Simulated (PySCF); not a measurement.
# F2H5InP2: the cost of one run

Computed with PySCF 2.14.0 and routines of our own; the level stands in each step. Atoms count from 0.

## 1. The system as given

10 atoms, charge 0, multiplicity 1; geometry from: GFN2-xTB.

## 2. Relaxing the molecule at PBE0-D3(BJ)/def2-SVP

The job: settings as JSON, then the geometry in Å.

```
{"job": {"xc": "PBE0", "basis": "def2-SVP", "d3": "d3bj", "grid": 1, "maxiter": 30, "shake": 0.01, "kind": "geom"}, "charge": 0, "multiplicity": 1}
F      1.213320     1.790610    -1.428560
P      0.448110     0.827590    -0.390190
F     -0.008200     2.020540     0.590400
P      2.194700     0.073130     0.708610
In    -1.829270    -0.701480    -0.176060
H      1.301680    -0.840940     1.335900
H      2.429280    -0.808200    -0.349610
H     -1.518920    -0.498160     1.503730
H     -1.098300    -2.033470    -0.898000
H     -3.081950     0.149440    -0.917260
```

Command:

```sh
$ OMP_NUM_THREADS=1 python heavy_run.py task.json out
```

One launch serves the whole session: the jobs run in the order shown.

Q: Estimate the wall time and peak memory of this first job on 1 thread of Arm Neoverse V1, shared host.

About 81 s, with a peak of 0.5 GiB.
